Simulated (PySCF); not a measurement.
# CdIn: spin, charge, geometry and surroundings

How does CdIn answer to another spin, charge, distance or environment?

Method: method and basis as typed in the scripts; program: PySCF 2.14.0.

6 further runs of the same task are left out: 2 for a known fault of the program, 4 that didn't finish.

**1. Where the work starts**

CdIn: 2 atoms, charge 0, spin multiplicity 2.

Bond lengths: Cd1–In2 2.511 Å.

**2. Base script**

The input, input.py:

```python
from pyscf import gto, dft

mol = gto.M(
    atom='Cd 0 0 0; In 0 0 2.511',
    basis='def2-svp',
    ecp={'Cd': 'def2-svp', 'In': 'def2-svp'},
    charge=0,
    spin=1,
    verbose=4,
)
mf = dft.UKS(mol, xc='b3lyp5')
mf.kernel()
mf.dip_moment()
print('orbital energies (hartree):', [e[max(0, n-3):n+3].round(4) for e, n in zip(mf.mo_energy, mol.nelec)])
```

The run is started by

```console
> OMP_NUM_THREADS=1 python input.py
```

Its log is not repeated here.

It gives: E(SCF) = -357.819187 Eh, 13 cycles, ⟨S²⟩ = 0.752, μ = 0.40 D.

The bond length is a typed value, not an optimised one.

**3. Electric field 0.01 a.u.**

Edit 1 changes electric field: none → 0.01 a.u.

The input, input.py:

```python
from pyscf import gto, dft

mol = gto.M(
    atom='Cd 0 0 0; In 0 0 2.511',
    basis='def2-svp',
    ecp={'Cd': 'def2-svp', 'In': 'def2-svp'},
    charge=0,
    spin=1,
    verbose=4,
)
mf = dft.UKS(mol, xc='b3lyp5')
field = 0.01  # electric field along z, atomic units
h = mf.get_hcore() + field*mol.intor('int1e_r')[2]
mf.get_hcore = lambda *args: h
e_nuc = mol.energy_nuc() - field*mol.atom_charges() @ mol.atom_coords()[:, 2]
mf.energy_nuc = lambda *args: e_nuc
mf.kernel()
mf.dip_moment()
print('orbital energies (hartree):', [e[max(0, n-3):n+3].round(4) for e, n in zip(mf.mo_energy, mol.nelec)])
```

The run is started by

```console
> OMP_NUM_THREADS=1 python input.py
```

**4. Electric field 0.001 a.u.**

Edit 2 changes electric field: none → 0.001 a.u.

Edit input.py of step 2 so:

```diff
@@ -11,2 +11,7 @@
 mf = dft.UKS(mol, xc='b3lyp5')
+field = 0.001  # electric field along z, atomic units
+h = mf.get_hcore() + field*mol.intor('int1e_r')[2]
+mf.get_hcore = lambda *args: h
+e_nuc = mol.energy_nuc() - field*mol.atom_charges() @ mol.atom_coords()[:, 2]
+mf.energy_nuc = lambda *args: e_nuc
 mf.kernel()
```

**5. Bond 2.687 Å**

Edit 3 changes bond length: 2.511 Å → 2.687 Å.

Edit input.py of step 2 so:

```diff
@@ -3,3 +3,3 @@
 mol = gto.M(
-    atom='Cd 0 0 0; In 0 0 2.511',
+    atom='Cd 0 0 0; In 0 0 2.687',
     basis='def2-svp',
```

**6. Sextet**

Edit 4 changes spin (2S): 1 → 5.

Edit input.py of step 2 so:

```diff
@@ -7,3 +7,3 @@
     charge=0,
-    spin=1,
+    spin=5,
     verbose=4,
```

**7. Electric field 0.05 a.u.**

Edit 5 changes electric field: none → 0.05 a.u.

Edit input.py of step 2 so:

```diff
@@ -11,2 +11,7 @@
 mf = dft.UKS(mol, xc='b3lyp5')
+field = 0.05  # electric field along z, atomic units
+h = mf.get_hcore() + field*mol.intor('int1e_r')[2]
+mf.get_hcore = lambda *args: h
+e_nuc = mol.energy_nuc() - field*mol.atom_charges() @ mol.atom_coords()[:, 2]
+mf.energy_nuc = lambda *args: e_nuc
 mf.kernel()
```

**8. Bond 10 Å**

Edit 6 changes bond length: 2.511 Å → 10 Å.

Edit input.py of step 2 so:

```diff
@@ -3,3 +3,3 @@
 mol = gto.M(
-    atom='Cd 0 0 0; In 0 0 2.511',
+    atom='Cd 0 0 0; In 0 0 10',
     basis='def2-svp',
```

What does the calculation give? Wanted: for each run, E(SCF); from base; gap, α spin; SCF dipole.

The runs gave:

```
                      run  E(SCF) (hartree)  from base (eV)  cycles  gap, α spin (eV)  SCF dipole (D)
                     base       -357.819187               0      13              1.13            0.40
 electric field 0.01 a.u.       -357.825934         -0.1836      14              1.11            3.87
electric field 0.001 a.u.       -357.819112         +0.0020      13              1.13            0.02
             bond 2.687 Å       -357.832147         -0.3527      14              1.13            0.40
                   sextet       -357.541144         +7.5659      11              3.12            0.38
 electric field 0.05 a.u.       -358.028039         -5.6832      12              0.85           21.77
  bond 10 Å (poor choice)       -357.833509         -0.3897       9              1.26            0.02
```

Of the runs whose energies can be compared, “sextet” moves the SCF energy most (+7.566 eV). The sextet solution found lies 7.57 eV above the base doublet at this geometry and level. Rows marked «poor choice» come from settings spoiled on purpose.
